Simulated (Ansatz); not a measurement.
# Fe in Ansatz: settings compared, part 3 of 3

Ansatz 0.2.0.

## (6) Projected density of states, PBE, collinear spin, ferromagnetic start

input.yaml

```yaml
crystal:
  lattice:
    - [2.31119, 0.0, 0.0]
    - [0.0, 2.31119, 0.0]
    - [0.0, 0.0, 23.8]
  atoms:
    - { symbol: Fe, position: [0.0, 0.0, 0.29412], spin: 3.0 }
kpoints:
  mp_grid: { grid: [11, 11, 1] }
  band_path:
    path:
      - [0.0, 0.0, 0.0]
      - [0.0, 0.5, 0.0]
      - [0.5, 0.5, 0.0]
      - [0.0, 0.0, 0.0]
      - [0.0, 0.0, 0.5]
      - [0.0, 0.5, 0.5]
      - [0.5, 0.5, 0.5]
      - [0.0, 0.0, 0.5]
    npoints: 8
scf:
  occupations: { method: fermi_dirac, width: 0.05 }
hamiltonian:
  xc: pbe
  pseudopotentials: { kind: all_electron, lapw: { basis_error: 0.002 } }
magnetization:
  spin_polarized: true
output:
  forces: true
  stress: true
  eigenvalues: true
  fatbands: true
  dos: { projected: true, de: 0.1, e_range: [-14, 8] }
  populations: true
```

Potentials or basis: all-electron LAPW, scalar-relativistic.

Launch:

```sh
$ ansatz run input.yaml --threads 2 --pin off --max-ram 8192MiB --backend cpu --events-out ev --progress --plain --runs-dir out
```

Output:

```text
Warning: RAYON_NUM_THREADS=2 ignored (pool sized by the plan → 2); use --threads N
Fe: projections on atomic orbitals take those of the free atom 1s2 2s2 2p6 3s2 3p6 3d6 4s2, of charge +0.00 (hamiltonian.pseudopotentials.projection_atoms)
LAPW: plane waves up to 9.389 Å⁻¹, error target 2.0e-3 eV per atom; small_component_spin mean_spin; Fe in spheres of 1.156 Å, 16 of its electrons in bands, Dirac shells [] (how accurate: hamiltonian.pseudopotentials.lapw.basis_error, Limitations)
Engine: ansatz 0.2.0, x86_64-unknown-linux-gnu
Pseudopotentials: kind: all_electron
Pseudopotential: Fe, LAPW, valence charge 16, lapw/all_electron/scalar/gaussian/Fe, Koelling and Harmon's equation, gaussian nucleus
Functional definition: PBE
  parameter kappa = 0.804
  parameter beta = 0.06672455060314922
  exchange = pbe_x(kappa = kappa, mu = beta*pi^2/3)
  correlation = pbe_c(beta = beta)
Crystal: 1 atoms, lattice volume = 127.130 Å³
Basis set: ecut = 335.87661981344985 eV, 1811 PW (Γ), exchange–correlation at level 2
Bands: 14, of which v1, the nominal top of the filled ones, is band 8 counted from 1 (7 counted from 0)
Symmetry: 16 space group operations
Space group: P4/mmm (ITA 123), of the structure as read, at distance tolerance 5.0e-5 Å
Magnetic group: BNS 123.339 (UNI 999), of the structure as read, at distance tolerance 5.0e-5 Å
k-points: 21 of 121
Non-local potential: Fe, projectors of the file, none
Initial density: superposition of atomic densities (neutral atoms: chi_scale 0, normalization atom)
Starting moments: Σ|m| = 3 μB on 1 of 1 site
[... 20 lines left out ...]
SCF converged after 10 iterations
Magnetization: 2.7381 μB (9.3690 up, 6.6310 down)
Absolute magnetization: 2.8113 μB (∫|ρ↑−ρ↓|)
Spin contamination: 0.0484 ħ² per cell (⟨S²⟩ above its minimum at these occupations)
Per-site moments (μB) at R_I (Å): [(2.683098535450597, 1.1555949827802838)]
Free energy (F): -34632.250635 eV
Harris-Foulkes:  -34632.250635 eV  (|F-HF|=5.40e-9)
Internal energy: -34632.240502 eV  (E = F + TS)
E sigma→0 (E₀):  -34632.245568 eV
Entropy (-TS):   -0.010133 eV (-10.133 meV/atom)
Fermi energy:    -2.505417 eV
--- Per-component energies (eV) ---
  E_band       = -544.976154
  E_kinetic    = 35109.585629
  E_xc         = -1521.717225
  E_electrostatic = -68220.108905  (all electrons and nuclei)
  E_smearing   = -0.010133  (= −TS)
  E_closure    = 0.000000  (closes the sum)
  E_atoms      = -34625.004615  (free atoms, spherical and without spin; not in F)
  Σ components = -34632.250635   (vs F -34632.250635, Δ=0.00e0)
  Basis errors (estimates in eV, not in F): energy 1.0e-3 per atom: plane waves 9.1e-4 (5.6e-4 summed), levels above the bands 5.2e-51, relativity 1.2e-7, radial functions 8.9e-5, core shells 3.9e-8; eigenvalues (radial functions only) 2.8e-6; not estimated: angular momenta, meshes, grids; target (lapw.basis_error) 2.0e-3; muffin-tin radii Fe 1.156 Å
--- Forces (eV/Å), atoms counted from 1 ---
  atom   1  Fe     0.00000000    -0.00000000     0.00000000
  max |Σ_I F_I| component: 2.09e-29 eV/Å
--- Stress (GPa, compression-positive) ---
        0.018883      -0.000000       0.000000
       -0.000000       0.018883       0.000000
        0.000000       0.000000       0.000424
  P = ⅓ Tr σ = 0.0127 GPa (0.127 kbar)
--- Band table (eV; the first three rows and the last of 42) ---
  k-point 0 ↑: bands = ["-90.6854", "-56.9713", "-56.3409", "-56.3409", "-8.3527", "-6.3337", "-5.4308", "-3.3677", "-3.3677", "-2.7330", "-2.4520", "1.7331", "2.2146", "2.3629"]
  k-point 1 ↑: bands = ["-90.6798", "-56.9670", "-56.3821", "-56.3374", "-8.0915", "-6.2036", "-5.3482", "-3.8423", "-3.3522", "-2.8442", "-1.8835", "1.9551", "2.4560", "2.5934"]
  k-point 2 ↑: bands = ["-90.6647", "-56.9556", "-56.4919", "-56.3281", "-7.4112", "-5.7669", "-5.1110", "-4.5335", "-3.3105", "-3.1338", "-0.8575", "2.6211", "3.1726", "3.2850"]
  k-point 20 ↓: bands = ["-87.4897", "-53.9907", "-53.9897", "-53.5389", "-5.0054", "-2.7904", "-2.7346", "-0.5240", "0.6378", "5.2733", "6.4531", "10.4188", "11.5286", "12.0901"]
--- Löwdin populations: 1 site ---
  site symbol       q [e]    m [muB]
     0     Fe     25.8140     2.8028
  spilling = 0.007155 (of n_electrons = 26.000000)
```

Wall time 71 s (2 threads of AMD EPYC, shared host); peak memory 0.51 GiB.

Results:

* Free energy: -34632.2506 eV
* Band gap along the path: none (metal or under the smearing width)
* Net moment: 2.74 μB per cell
* Absolute moment: 2.81 μB per cell
* Site moments: Fe +2.68 μB
* Work function: 4.69 eV

Levels at the corners of the path, in eV from the Fermi level:
Spin up:
| point | band 7 | band 8 | band 9 | band 10 | band 11 | band 12 | band 13 | band 14 |
| --- | --- | --- | --- | --- | --- | --- | --- | --- |
| Γ | -2.93 | -0.86 | -0.86 | -0.23 | 0.05 | 4.24 | 4.72 | 4.87 |
| X | -1.64 | -1.51 | -0.66 | 1.32 | 5.57 | 6.73 | 9.31 | 10.86 |
| M | -2.62 | -1.40 | 1.16 | 8.12 | 8.12 | 12.95 | 13.59 | 13.62 |
| Γ | -2.93 | -0.86 | -0.86 | -0.23 | 0.05 | 4.24 | 4.72 | 4.87 |
| Z | -2.93 | -0.86 | -0.86 | -0.23 | 0.05 | 4.25 | 4.63 | 5.10 |
| R | -1.64 | -1.51 | -0.66 | 1.32 | 5.57 | 6.73 | 9.31 | 10.86 |
| A | -2.62 | -1.40 | 1.16 | 8.12 | 8.12 | 12.95 | 13.59 | 13.62 |
| Z | -2.93 | -0.86 | -0.86 | -0.23 | 0.05 | 4.25 | 4.63 | 5.10 |
Spin down:
```tsv
point	band 3	band 4	band 5	band 6	band 7	band 8	band 9	band 10	band 11	band 12
Γ	-51.00	-51.00	-5.25	-2.11	-0.33	0.41	1.85	1.85	2.97	4.32
X	-51.09	-50.96	-1.76	-1.34	1.33	1.43	1.49	2.09	7.04	7.50
M	-51.49	-51.03	-2.58	-0.27	-0.27	2.02	3.40	8.63	8.63	13.64
Γ	-51.00	-51.00	-5.25	-2.11	-0.33	0.41	1.85	1.85	2.97	4.32
Z	-51.00	-51.00	-5.25	-2.11	-0.33	0.41	1.85	1.85	2.97	4.34
R	-51.09	-50.96	-1.76	-1.34	1.33	1.43	1.49	2.09	7.04	7.50
A	-51.49	-51.03	-2.58	-0.27	-0.27	2.02	3.40	8.63	8.63	13.64
Z	-51.00	-51.00	-5.25	-2.11	-0.33	0.41	1.85	1.85	2.97	4.34
```

States per cell in windows of 0.5 eV (zero at the Fermi level; states under -8 eV left out):
```tsv
from (eV)	up	down	Fe1 3d up	Fe1 3d down	Fe1 4s up	Fe1 4s down	Fe1 3s up	Fe1 3s down
-8.0	0.00	0.00	0.00	0.00	0.00	0.00	0.00	0.00
-7.5	0.00	0.00	0.00	0.00	0.00	0.00	0.00	0.00
-7.0	0.00	0.00	0.00	0.00	0.00	0.00	0.00	0.00
-6.5	0.00	0.00	0.00	0.00	0.00	0.00	0.00	0.00
-6.0	0.02	0.00	0.00	0.00	0.02	0.00	0.00	0.00
-5.5	0.05	0.01	0.01	0.00	0.04	0.01	0.00	0.00
-5.0	0.07	0.05	0.02	0.01	0.04	0.04	0.00	0.00
-4.5	0.17	0.05	0.13	0.01	0.04	0.05	0.00	0.00
-4.0	0.31	0.06	0.25	0.01	0.05	0.05	0.00	0.00
-3.5	0.67	0.06	0.61	0.01	0.05	0.05	0.00	0.00
-3.0	0.81	0.08	0.77	0.02	0.03	0.06	0.00	0.00
-2.5	0.85	0.19	0.76	0.13	0.08	0.06	0.00	0.00
-2.0	0.84	0.43	0.79	0.34	0.04	0.08	0.00	0.00
-1.5	0.58	0.40	0.57	0.36	0.01	0.03	0.00	0.00
-1.0	0.76	0.48	0.70	0.43	0.05	0.02	0.00	0.00
-0.5	0.21	0.77	0.17	0.67	0.04	0.03	0.00	0.00
0.0	0.12	0.52	0.07	0.42	0.04	0.03	0.00	0.00
0.5	0.13	0.41	0.05	0.36	0.03	0.03	0.00	0.00
1.0	0.13	0.60	0.02	0.56	0.04	0.02	0.00	0.00
1.5	0.10	0.88	0.01	0.84	0.03	0.04	0.00	0.00
2.0	0.10	0.55	0.01	0.46	0.02	0.04	0.00	0.00
2.5	0.09	0.22	0.01	0.14	0.02	0.03	0.00	0.00
3.0	0.09	0.14	0.00	0.06	0.02	0.02	0.00	0.00
3.5	0.09	0.11	0.00	0.02	0.02	0.02	0.00	0.00
4.0	0.10	0.10	0.00	0.01	0.01	0.02	0.00	0.00
4.5	0.16	0.17	0.00	0.01	0.01	0.02	0.00	0.00
5.0	0.26	0.26	0.00	0.01	0.02	0.01	0.00	0.00
5.5	0.27	0.26	0.00	0.01	0.02	0.01	0.00	0.00
6.0	0.33	0.25	0.01	0.01	0.05	0.01	0.00	0.00
6.5	0.32	0.26	0.00	0.00	0.03	0.01	0.00	0.00
7.0	0.31	0.32	0.00	0.01	0.02	0.03	0.00	0.00
7.5	0.28	0.38	0.00	0.02	0.01	0.05	0.00	0.00
```

## (7) Overview

```tsv
task	level	gap on the mesh (eV)	moment (μB)	work function (eV)
work function	PBE	none	2.74	4.69
work function	LDA	none	2.71	5.13
work function	PBEsol	none	2.75	4.81
projected density of states	PBE	-	2.74	4.69
```

Alike in all rows: potentials or basis all-electron LAPW, scalar-relativistic; spin collinear, ferromagnetic start; cell as given; k mesh 11 × 11 × 1; cutoff (eV) 336; smearing fermi-dirac 0.05 eV; basis error allowed 0.002 eV/atom.

Every run on the cell as given and a fine mesh finds a metal.

Compare energies only between runs with the same functional and basis.
